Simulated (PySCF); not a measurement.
# One shape, several levels: InCl (SMILES [Cl][In])

Wanted: a comparison of 6 runs (HF/STO-3G, HF/3-21G, B2PLYP/def2-TZVPPD, SVWN5/def2-TZVPPD, wB97M-V/def2-TZVPPD, CCSD(T)/def2-TZVPPD) of InCl. Input form: a Python script.

The results are computed with PySCF 2.14.0.

3 further runs of the same task are left out: 1 that didn't finish, 2 set aside as unsound or not needed.

## 1. Starting point

InCl has 2 atoms, charge 0, and is taken as a singlet. As SMILES, `[Cl][In]`. Geometry: relaxed at PBE0-D4/def2-TZVP.

Bond lengths: Cl1–In2 2.414 Å.

## 2. A single-point energy at HF/STO-3G (run 1)

Contents of job.py:

```python
from pyscf import gto

system = gto.Mole()
system.atom = 'Cl 0.000000 -0.000000 -0.013930; In -0.000000 0.000000 2.399590'
system.basis = 'sto-3g'
system.max_memory = 1860
system.verbose = 3
system.build()

hf = system.RHF()
hf.conv_tol = 1e-10
hf.kernel()
if not hf.converged:
    hf = hf.newton().run(hf.mo_coeff, hf.mo_occ)

e_tot = hf.e_tot
print('E(%s) = %.9f' % ('HF', e_tot))
```

On the command line:

```sh
$ OMP_NUM_THREADS=1 python job.py
```

The log of the run:

```text
converged SCF energy = -6137.51898393814
E(HF) = -6137.518983938
```

It took 0.68 s on 1 thread of Arm Neoverse V2, shared host; peak memory 0.12 GiB.

## 3. The energy at HF/3-21G (run 2)

Contents of run.py:

```python
# InCl
from pyscf import gto, scf

mol = gto.M(
    atom=[
    ('Cl', (0.000000, -0.000000, -0.013930)),
    ('In', (-0.000000, 0.000000, 2.399590)),
],
    basis='3-21g',
    verbose=4,
    max_memory=1860,
    charge=0,
)

calc0 = scf.RHF(mol)
calc0.conv_tol = 1e-10
calc0.kernel()
if not calc0.converged:
    calc0 = calc0.newton().run(calc0.mo_coeff, calc0.mo_occ)

e_final = calc0.e_tot
print('E(%s) = %.9f' % ('HF', e_final))
```

On the command line:

```sh
$ OMP_NUM_THREADS=1 python run.py
```

The log of the run:

```text
PySCF version 2.14.0

[INPUT] num. atoms = 2
[INPUT] num. electrons = 66
[INPUT] charge = 0
[INPUT] spin (= nelec alpha-beta = 2S) = 0
[INPUT] symmetry False subgroup None
[INPUT] Mole.unit = angstrom
[INPUT] Symbol           X                Y                Z      unit          X                Y                Z       unit  Magmom
[INPUT]  1 Cl     0.000000000000   0.000000000000  -0.013930000000 AA    0.000000000000   0.000000000000  -0.026323884915 Bohr   0.0
[INPUT]  2 In     0.000000000000   0.000000000000   2.399590000000 AA    0.000000000000   0.000000000000   4.534567911245 Bohr   0.0

nuclear repulsion = 182.639719868226
number of shells = 20
number of NR pGTOs = 108
number of NR cGTOs = 44
basis = 3-21g
ecp = {}

******** <class 'pyscf.scf.hf.RHF'> ********
method = RHF
initial guess = minao
damping factor = 0
level_shift factor = 0
DIIS = <class 'pyscf.scf.diis.CDIIS'>
diis_start_cycle = 1
diis_space = 8
diis_damp = 0
SCF conv_tol = 1e-10
SCF conv_tol_grad = None
SCF max_cycles = 50
direct_scf = True
direct_scf_tol = 1e-13
Set gradient conv threshold to 1e-05
Initial guess from minao.
init E= -6159.81215726807
  HOMO = -0.292504084199502  LUMO = -0.00900686744056082  gap/eV = 7.71435
cycle= 1 E= -6172.09397864583  delta_E= -12.3  |g|= 0.268  |ddm|= 1.25
  HOMO = -0.312920466487541  LUMO = 0.0100185719554613  gap/eV = 8.78762
cycle= 2 E= -6172.1195409972  delta_E= -0.0256  |g|= 0.123  |ddm|= 0.586
  HOMO = -0.328574430703875  LUMO = 0.0145423913781558  gap/eV = 9.33668
cycle= 3 E= -6172.12370095162  delta_E= -0.00416  |g|= 0.0123  |ddm|= 0.155
  HOMO = -0.328278002599332  LUMO = 0.0152822191597144  gap/eV = 9.34875
cycle= 4 E= -6172.12386480816  delta_E= -0.000164  |g|= 0.00365  |ddm|= 0.0474
  HOMO = -0.327913299365935  LUMO = 0.0151630225514191  gap/eV = 9.33558
cycle= 5 E= -6172.12388146457  delta_E= -1.67e-05  |g|= 0.000683  |ddm|= 0.0173
  HOMO = -0.327912883122622  LUMO = 0.01510094297372  gap/eV = 9.33388
cycle= 6 E= -6172.12388213687  delta_E= -6.72e-07  |g|= 0.000133  |ddm|= 0.00276
  HOMO = -0.327862743704047  LUMO = 0.0151281148302093  gap/eV = 9.33326
cycle= 7 E= -6172.12388216058  delta_E= -2.37e-08  |g|= 1.52e-05  |ddm|= 0.000542
  HOMO = -0.327862735386255  LUMO = 0.0151275273490926  gap/eV = 9.33324
cycle= 8 E= -6172.12388216074  delta_E= -1.59e-10  |g|= 1.7e-06  |ddm|= 4.11e-05
  HOMO = -0.327862680951624  LUMO = 0.0151275642423505  gap/eV = 9.33324
cycle= 9 E= -6172.12388216074  delta_E= 3.64e-12  |g|= 1.5e-07  |ddm|= 5.68e-06
  HOMO = -0.327862676238814  LUMO = 0.0151275578269462  gap/eV = 9.33324
Extra cycle  E= -6172.12388216074  delta_E= -3.64e-12  |g|= 4.45e-08  |ddm|= 6.34e-07
converged SCF energy = -6172.12388216074
E(HF) = -6172.123882161
```

Run time: 0.6 s. Hardware: 1 thread of Arm Neoverse V2, shared host; peak memory 0.12 GiB.

Runs 3 to 4 aren't shown in full; the table further down has their settings and results.

## 4. A single-point energy at wB97M-V/def2-TZVPPD (core potential) (run 5)

Contents of geometry.xyz:

```xyz
2
ClIn
Cl     0.000000     0.000000    -0.013930
In     0.000000     0.000000     2.399590
```

Contents of input.py:

```python
from pyscf import gto, dft

mol = gto.M(
    atom='geometry.xyz',
    verbose=3,
    max_memory=1860,
    charge=0,
    ecp={'In': 'def2-svp'},
    basis='def2-tzvppd',
)

mf = dft.RKS(mol, xc='wb97m-v')
mf.conv_tol = 1e-10
mf.grids.level = 5
mf.nlcgrids.level = 1
mf.kernel()
if not mf.converged:
    mf = mf.newton().run(mf.mo_coeff, mf.mo_occ)

e_final = mf.e_tot
print('E(%s) = %.9f' % ('WB97M-V', e_final))
```

On the command line:

```sh
$ OMP_NUM_THREADS=1 python input.py
```

The log of the run:

```text
converged SCF energy = -650.357523069456
E(WB97M-V) = -650.357523069
```

Run time: 34 s. Hardware: 1 thread of Arm Neoverse V2, shared host; peak memory 0.59 GiB.

## 5. The energy at CCSD(T)/def2-TZVPPD (core potential) (run 6)

Contents of job.py:

```python
from pyscf import gto, scf, cc

mol = gto.M(
    atom='Cl 0.000000 -0.000000 -0.013930; In -0.000000 0.000000 2.399590',
    ecp={'In': 'def2-svp'},
    max_memory=1860,
    verbose=4,
    basis='def2-tzvppd',
)

hf = scf.RHF(mol)
hf.conv_tol = 1e-10
hf.kernel()
if not hf.converged:
    hf = hf.newton().run(hf.mo_coeff, hf.mo_occ)

mycc = cc.CCSD(hf, frozen=9)
mycc.kernel()
e_t = mycc.ccsd_t()
e_tot = mycc.e_tot + e_t
print('Final energy', e_tot)
```

On the command line:

```sh
$ OMP_NUM_THREADS=1 python job.py
```

The log of the run:

```text
PySCF version 2.14.0

[INPUT] num. atoms = 2
[INPUT] num. electrons = 38
[INPUT] charge = 0
[INPUT] spin (= nelec alpha-beta = 2S) = 0
[INPUT] symmetry False subgroup None
[INPUT] Mole.unit = angstrom
[INPUT] Symbol           X                Y                Z      unit          X                Y                Z       unit  Magmom
[INPUT]  1 Cl     0.000000000000   0.000000000000  -0.013930000000 AA    0.000000000000   0.000000000000  -0.026323884915 Bohr   0.0
[INPUT]  2 In     0.000000000000   0.000000000000   2.399590000000 AA    0.000000000000   0.000000000000   4.534567911245 Bohr   0.0

nuclear repulsion = 78.274165657811
number of shells = 35
number of NR pGTOs = 169
number of NR cGTOs = 107
basis = def2-tzvppd
ecp = {'In': 'def2-svp'}

[... 41 lines left out ...]
converged SCF energy = -648.812572347297
[... 12 lines left out ...]
Init t2, MP2 energy = -649.269019153439  E_corr(MP2) -0.456446806142128
[... 12 lines left out ...]
CCSD converged
[... 2 lines left out ...]
Final energy -649.2945473422413
```

Run time: 46 s. Hardware: 1 thread of Arm Neoverse V2, shared host; peak memory 0.73 GiB.

## 6. The series

| run | level | core potential | frozen core orbitals | energy (Eh) | dipole moment (D) of the reference | HOMO energy (eV) | LUMO energy (eV) | wall time |
| --- | --- | --- | --- | --- | --- | --- | --- | --- |
| 1 | HF/STO-3G | – | – | -6137.518984 | 3.76 | -5.43 | 5.37 | 0.68 s |
| 2 | HF/3-21G | – | – | -6172.123882 | 4.11 | -8.92 | 0.41 | 0.6 s |
| 3 | B2PLYP/def2-TZVPPD (core potential) | def2-svp | 9 | -650.093526 | 3.65 | -8.07 | -1.01 | 9.3 s |
| 4 | SVWN5/def2-TZVPPD (core potential) | def2-svp | – | -648.640821 | 3.40 | -6.58 | -2.71 | 5.7 s |
| 5 | wB97M-V/def2-TZVPPD (core potential) | def2-svp | – | -650.357523 | 3.56 | -9.33 | -0.34 | 34 s |
| 6 | CCSD(T)/def2-TZVPPD (core potential) | def2-svp | 9 | -649.294547 | 3.52 | -9.23 | 0.38 | 46 s |

## 7. Outcome

| quantity | value |
| --- | --- |
| run 6: total energy | -649.29455 Eh |
| run 6: dipole moment (Hartree–Fock density) | 3.52 D |
| run 6: HOMO energy (Hartree–Fock orbitals) | -9.23 eV |
| run 6: LUMO energy (Hartree–Fock orbitals) | 0.38 eV |
| run 6: HOMO–LUMO gap (Hartree–Fock orbitals) | 9.61 eV |
| run 6: correlation energy (9 core orbitals frozen) | -482.0 mEh |
| run 6: (T) correction | -16.91 mEh |
| run 6: T1 diagnostic | 0.015 |

In words: Over runs 1, 2, 3, 4, 5 the dipole moment (its size) runs from 3.40 D (SVWN5/def2-TZVPPD) to 4.11 D (HF/3-21G). The two ends differ in method and basis and core potential. Over runs 1, 2, 3, 4, 5 the HOMO–LUMO gap runs from 3.88 eV (SVWN5/def2-TZVPPD) to 10.80 eV (HF/STO-3G). Totals of different functionals can't be ranked against each other. Some runs of one species differ in core potentials or relativity; totals across that change don't compare. In run 1 the basis is minimal, so the values are rough. In runs 1, 2 relativity is left out where basis or elements ask for it. All runs together took 96 s, the longest 46 s.
